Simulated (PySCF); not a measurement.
# [Ho(HCN)]3+: other functionals and bases at one geometry

An exercise on one series of results from a longer session: the logs are not shown, and one member is left open.

The runs use PySCF 2.14.0; several levels, as the steps say, no spin–orbit coupling.

1 further run of the same task is left out (for a known fault of the program).

## Starting geometry

4 atoms, charge 3, spin multiplicity 1.

Bond lengths: Ho1–N2 2.192 Å, N2–C3 1.167 Å, C3–H4 1.117 Å. Angles: Ho1–N2–C3 180.0°, N2–C3–H4 180.0°.

As a file:

```
atom    x (Å)    y (Å)     z (Å)
 Ho1  0.00000  0.00000  -0.22298
  N2  0.00000  0.00000   1.96873
  C3  0.00000  0.00000   3.13543
  H4  0.00000  0.00000   4.25246
```

Formal oxidation states: Ho +3. Each metal's 10 4f electrons lie in its core potential, so multiplicities, spins and levels count the valence alone. An earlier session relaxed this geometry at PBE0, Ho lcecp-1-SVP with ECP56, N def2-SVP, C def2-SVP, H def2-SVP (singlet, point group C∞v).

At PBE0 on the finer grid: E = -129.570276 Eh, HOMO -27.22 eV, LUMO -19.90 eV, Mulliken charge on Ho1 +2.49 e, largest force component 0.000 eV/Å. 

Levels to run: BLYP; PBE; PBE0, TZVP. Hardware: 2 threads of Intel Xeon at 2.50GHz (Skylake/Cascade Lake), shared host.

The first run:

File run.py (the lines that set the calculation):

```python
mol = gto.M(atom='''
Ho     0.00000     0.00000    -0.22298
N      0.00000     0.00000     1.96873
C      0.00000     0.00000     3.13543
H      0.00000     0.00000     4.25246''',
    basis={'Ho': 'lcecp-1-SVP', 'N': 'def2-SVP', 'C': 'def2-SVP', 'H': 'def2-SVP'},
    ecp={'Ho': 'lcecp-1-SVP'},
    charge=3, spin=0)
mf = dft.RKS(mol, xc='BLYP')
mf.grids.atom_grid = (75, 302)  # f atoms: unpruned, at least (60, 302)
mf = mf.density_fit()  # fitting sets: Ho AutoAux, N def2-universal-JKFIT, C def2-universal-JKFIT, H def2-universal-JKFIT
mf.conv_tol = 1e-08; mf.max_cycle = 55
mf.kernel(dm0)  # dm0: the density of the relaxed state
```

Launch:

```console
> OMP_NUM_THREADS=2 python run.py
```

Steps of the session up to this table: BLYP; PBE; PBE0, TZVP.

One of the session's tables, all rows but one given; the rest of the session is left out.

```
              level  HOMO (eV)  gap (eV)  charge on Ho1 (e)  dipole (D)  largest force component (eV/Å)
PBE0 (relaxed here)     -27.22      7.32               2.49        5.15                            0.00
               BLYP          ?         ?                  ?           ?                               ?
                PBE     -26.00      4.98               2.43        5.44                            1.46
         PBE0, TZVP     -27.13      7.25               2.59        5.20                            0.87
```

**Question.** Estimate the row for BLYP.

**Answer.** HOMO (eV): -25.81; gap (eV): 4.78; charge on Ho1 (e): 2.41; dipole (D): 5.47; largest force component (eV/Å): 1.45. In the column «HOMO (eV)» it is the highest.

The dipole of a charged species depends on the origin, so these sizes hold for this origin alone.

In one basis the HOMO–LUMO gap runs from 4.78 eV (BLYP) to 7.32 eV (PBE0). The largest leftover force, 1.46 eV/Å with PBE, stands at a geometry relaxed at another level. With 4f in the core, its levels are missing from HOMO and gap, and its count is fixed, so no charge can pass from the ligands into it. Total energies of different levels can't be compared.
